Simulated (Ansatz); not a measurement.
# ClFGaH₂N: how energies converge with the basis set

An exercise on one series of results from a longer session: the logs are not shown, and one member is left open.

Program: Ansatz 0.2.0, Gaussian basis. Level of theory: one geometry, several basis sets. These are calculated values, not measurements.

The runs, in order: PBE0-D4/def2-SVP; ωB97M-V/def2-SVP; PBE0-D4/def2-QZVPP; ωB97M-V/def2-QZVPP; the functionals' def2-TZVPP values are taken from earlier runs.

## The geometry

All runs share one geometry, relaxed beforehand with PBE0-D4 in a triple-zeta def2 set.

SMILES `[NH2][Ga]([F])[Cl]`, 6 atoms, charge 0, spin multiplicity 1.

Atoms are counted from 1 here; the program's logs count them from 0.

Bond lengths: N1–Ga2 1.790 Å, N1–H5 1.005 Å, N1–H6 1.005 Å, Ga2–F3 1.743 Å, Ga2–Cl4 2.117 Å. Angles: Ga2–N1–H5 121.8°, Ga2–N1–H6 122.2°, H5–N1–H6 113.3°, N1–Ga2–F3 119.0°, N1–Ga2–Cl4 124.0°, F3–Ga2–Cl4 116.9°.

The first run:

in.yaml

```yaml
crystal:
  periodic: [false, false, false]
  atoms:
    - {symbol: N, position_ang: [-0.193410, 1.026970, -0.045884]}
    - {symbol: Ga, position_ang: [0.232950, -0.710993, 0.012940]}
    - {symbol: F, position_ang: [1.569268, -1.221323, 1.009280]}
    - {symbol: Cl, position_ang: [-0.740129, -2.208645, -1.123655]}
    - {symbol: H, position_ang: [0.201948, 1.691451, 0.596823]}
    - {symbol: H, position_ang: [-1.028628, 1.358639, -0.495606]}
basis:
  gaussian: {orbitals: def2-SVP}
hamiltonian: {xc: pbe0, dispersion: d4}
output: {orbitals: {seedname: orbitals}}
```

Among the steps run: PBE0-D4 in def2-SVP; ωB97M-V in def2-SVP; PBE0-D4 in def2-QZVPP; ωB97M-V in def2-QZVPP.

One table of the session follows, with a row left open; its other results are not shown here.

It belongs to the step «Functionals by basis». 

| functional | basis | HOMO (eV) |
| --- | --- | --- |
| PBE0-D4 | def2-SVP | -7.97 |
| PBE0-D4 | def2-TZVPP | ? |
| PBE0-D4 | def2-QZVPP | -8.24 |
| ωB97M-V | def2-SVP | -10.33 |
| ωB97M-V | def2-TZVPP | -10.57 |
| ωB97M-V | def2-QZVPP | -10.63 |

Estimate the missing values for PBE0-D4, def2-TZVPP.

As computed: HOMO (eV): -8.18. In the column «HOMO (eV)» it lies between PBE0-D4, def2-QZVPP (-8.24) and PBE0-D4, def2-SVP (-7.97).
